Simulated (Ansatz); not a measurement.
# Ti3O: properties at the relaxed cell

An exercise on one series of results from a longer session: the logs are not shown, and one member is left open.

Program: Ansatz 0.2.0. Level of theory: DFT PBEsol, scalar-relativistic, plane waves, PAW. These are calculated values, not measurements.

1 further run of the same task is left out (set aside as unsound or not needed). Runs told in other sessions of the task aren't counted.

### The starting structure

The structure is trigonal, space group P-31c (No. 163). Conventional cell: a = 5.100 Å, b = 5.100 Å, c = 9.373 Å, α = 90.00°, β = 90.00°, γ = 120.00°. Ti (site symmetry 1) is surrounded by 2 O at 2.09 Å. O (site symmetry 32) has 6 Ti at 2.09 Å in its first shell of neighbours.

Coordinates:

```cif
data_structure
_symmetry_space_group_name_H-M 'P-31c'
_symmetry_Int_Tables_number 163
_cell_length_a 5.0996
_cell_length_b 5.0996
_cell_length_c 9.3728
_cell_angle_alpha 90.000
_cell_angle_beta 90.000
_cell_angle_gamma 120.000
_cell_volume 211.09
loop_
_atom_site_label
_atom_site_type_symbol
_atom_site_symmetry_multiplicity
_atom_site_Wyckoff_symbol
_atom_site_fract_x
_atom_site_fract_y
_atom_site_fract_z
_atom_site_occupancy
Ti1 Ti 12 i 0.33385 0.00595 0.11848 1
O1 O 2 d 0.66667 0.33333 0.25000 1
O2 O 2 a 0.00000 0.00000 0.25000 1
```

This cell was relaxed beforehand with the same method: volume 13.19 Å³/atom, gap on the mesh none (metal).

Set-up of the first run:

input.yaml

```yaml
crystal:
  lattice:
    - [5.0480599017, 0.0, 0.0]
    - [-2.5240299508, 4.3717481147, 0.0]
    - [0.0, 0.0, 9.2781450573]
  atoms:
    - { symbol: Ti, position: [0.3338527694, 1.0059510711, 0.118481875] }
    - { symbol: Ti, position: [-0.0059510711, 0.3279016983, 0.118481875] }
    - { symbol: Ti, position: [0.6720983017, 0.6661472306, 0.118481875] }
    - { symbol: Ti, position: [-0.0059510711, 0.6661472306, 0.381518125] }
    - { symbol: Ti, position: [0.6720983017, 1.0059510711, 0.381518125] }
    - { symbol: Ti, position: [0.3338527694, 0.3279016983, 0.381518125] }
    - { symbol: Ti, position: [0.6661472306, -0.0059510711, 0.881518125] }
    - { symbol: Ti, position: [1.0059510711, 0.6720983017, 0.881518125] }
    - { symbol: Ti, position: [0.3279016983, 0.3338527694, 0.881518125] }
    - { symbol: Ti, position: [1.0059510711, 0.3338527694, 0.618481875] }
    - { symbol: Ti, position: [0.3279016983, -0.0059510711, 0.618481875] }
    - { symbol: Ti, position: [0.6661472306, 0.6720983017, 0.618481875] }
    - { symbol: O, position: [0.6666666667, 0.3333333333, 0.25] }
    - { symbol: O, position: [0.3333333333, 0.6666666667, 0.75] }
    - { symbol: O, position: [0.0, 0.0, 0.25] }
    - { symbol: O, position: [0.0, 0.0, 0.75] }
basis:
  ecutwfc: 420
kpoints:
  mp_grid: { grid: [12, 12, 4] }
hamiltonian:
  xc: pbesol
scf:
  occupations: { method: gaussian, width: 0.1 }
output:
  forces: true
  stress: true
  eigenvalues: true
relax:
  adjacent_minimum: "off"
  f_tol: 0.01
  max_steps: 30
  cell: { stress_tol: 0.1, fix: [volume] }
```

On the command line:

```sh
$ ansatz run input.yaml --threads 4 --pin off --max-ram 10240MiB --backend cpu --events-out ev --progress --plain --runs-dir out
```

Steps of the session up to this table: The cell scaled to 0.97 of its volume; Volume × 1.03; Point at V/V0 = 0.94; The cell scaled to 1.06 of its volume; Volume × 0.91; Volume × 1.10; Volume × 0.88.

One of the session's tables, all rows but one given; the rest of the session is left out.

It belongs to the step «Equation of state». 

| volume (Å³/atom) | energy above the lowest point (meV/atom) | pressure (GPa) |
| --- | --- | --- |
| 11.610 | 121.6 | 27.44 |
| 12.006 | 64.6 | 18.95 |
| 12.402 | 27.1 | 11.65 |
| 12.797 | 6.4 | 5.38 |
| 13.193 | 0.0 | 0.00 |
| 13.589 | 5.9 | -4.62 |
| 13.985 | ? | ? |
| 14.512 | 58.2 | -12.95 |

Estimate the missing values for volume (Å³/atom) = 13.985.

Worked estimate for «energy above the lowest point (meV/atom)». A straight line through the neighbours (13.589, 5.9) and (14.512, 58.2) gives 5.9 + (58.2 − 5.9) × (13.985 − 13.589) / (14.512 − 13.589) = 28.3; a parabola fitted to 3 rows on both sides gives 21.7.

As computed: energy above the lowest point (meV/atom): 22.4; pressure (GPa): -8.57. In «energy above the lowest point (meV/atom)» the line misses by +5.9 and the parabola by -0.7.

To keep in mind: Spin polarisation is off in the runs that give these values; a magnetic solution could lie lower.
